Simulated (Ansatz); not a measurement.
# CH6FGaSi2: up Jacob's ladder to CCSD(T)

An exercise on one series of results from a longer session: the logs are not shown, and one member is left open.

Computed with Ansatz 0.2.0, Gaussian basis. Level: functionals in def2-TZVPP, the program's frozen cores in correlated methods.

Levels to be run: PBE-D4, r2SCAN-D4, PBE0-D4, B3LYP-D4, ωB97X-V, ωB97M-V, B2PLYP; CCSD(T)/def2-TZVPP; MP2/def2-QZVPP; extrapolation to the limit.

## Structure used throughout

An earlier PBE0-D4 in a triple-zeta def2 set relaxation fixed the geometry.

11 atoms, charge 0, spin multiplicity 1.

Atoms are counted from 1 here; the program's logs count them from 0.

Bond lengths: F1–Si2 1.600 Å, Si2–Ga3 2.289 Å, Si2–C4 1.845 Å, Si2–H6 1.482 Å, Ga3–C4 2.081 Å, Ga3–H7 1.553 Å, C4–Si5 1.848 Å, C4–H8 1.100 Å, Si5–H9 1.489 Å, Si5–H10 1.490 Å, Si5–H11 1.491 Å. Angles: F1–Si2–Ga3 129.9°, F1–Si2–C4 121.2°, F1–Si2–H6 108.2°, Ga3–Si2–C4 59.3°, Ga3–Si2–H6 116.9°, C4–Si2–H6 112.7°, Si2–Ga3–C4 49.7°, Si2–Ga3–H7 175.9°, C4–Ga3–H7 128.5°, Si2–C4–Ga3 71.0°, Si2–C4–Si5 122.9°, Si2–C4–H8 115.7°, Ga3–C4–Si5 132.7°, Ga3–C4–H8 96.9°, Si5–C4–H8 111.3°, C4–Si5–H9 109.1°, C4–Si5–H10 111.2°, C4–Si5–H11 113.1° and more.

The first run:

File in.yaml:

```yaml
crystal:
  periodic: [false, false, false]
  atoms:
    - {symbol: F, position_ang: [-2.534763, -0.883888, 1.409752]}
    - {symbol: Si, position_ang: [-1.138473, -0.115460, 1.272370]}
    - {symbol: Ga, position_ang: [0.988499, -0.848690, 1.691759]}
    - {symbol: C, position_ang: [0.022164, -0.482863, -0.114194]}
    - {symbol: Si, position_ang: [0.347626, 0.705751, -1.491512]}
    - {symbol: H, position_ang: [-1.391871, 1.335919, 1.436823]}
    - {symbol: H, position_ang: [2.404515, -1.440532, 1.926473]}
    - {symbol: H, position_ang: [0.019707, -1.522277, -0.474856]}
    - {symbol: H, position_ang: [0.380707, 2.089774, -0.942147]}
    - {symbol: H, position_ang: [1.663086, 0.436350, -2.137219]}
    - {symbol: H, position_ang: [-0.695699, 0.668817, -2.556448]}
basis:
  gaussian: {orbitals: def2-TZVPP}
hamiltonian: {xc: pbe, dispersion: d4}
output: {forces: true, orbitals: {seedname: orbitals}}
```

Launch:

```console
ansatz run in.yaml --threads 4 --pin off --events-out ev --progress --plain --max-ram 10444MiB
```

Among the steps run: PBE-D4 (GGA); r2SCAN-D4 (meta-GGA); PBE0-D4 (hybrid); B3LYP-D4 (hybrid); ωB97X-V (range-separated); ωB97M-V (range-separated); B2PLYP (double hybrid); CCSD(T) in def2-TZVPP; MP2 in def2-QZVPP.

One table of the session follows, with a row left open; its other results are not shown here.

It belongs to the step «Atomisation energies». 

| method | atomisation energy (kcal/mol) |
| --- | --- |
| PBE-D4 | 833.0 |
| r2SCAN-D4 | 835.2 |
| PBE0-D4 | 824.9 |
| B3LYP-D4 | 824.2 |
| ωB97X-V | 836.4 |
| ωB97M-V | 830.3 |
| B2PLYP | 817.2 |
| HF/def2-TZVPP | ? |
| MP2/def2-TZVPP | 822.7 |
| CCSD/def2-TZVPP | 800.7 |
| CCSD(T)/def2-TZVPP | 812.8 |
| MP2/CBS | 844.2 |
| CCSD(T)/CBS | 834.2 |

Q: Estimate the row for HF/def2-TZVPP from the others.

**Answer.** atomisation energy (kcal/mol): 611.4. In the column «atomisation energy (kcal/mol)» it is the lowest.

Caveats from the session: Free atoms (1 F, 2 Si, 1 Ga, 1 C, 6 H) were run apart at each level; the atomisation energy is their sum less the molecule, without zero-point or spin-orbit terms.
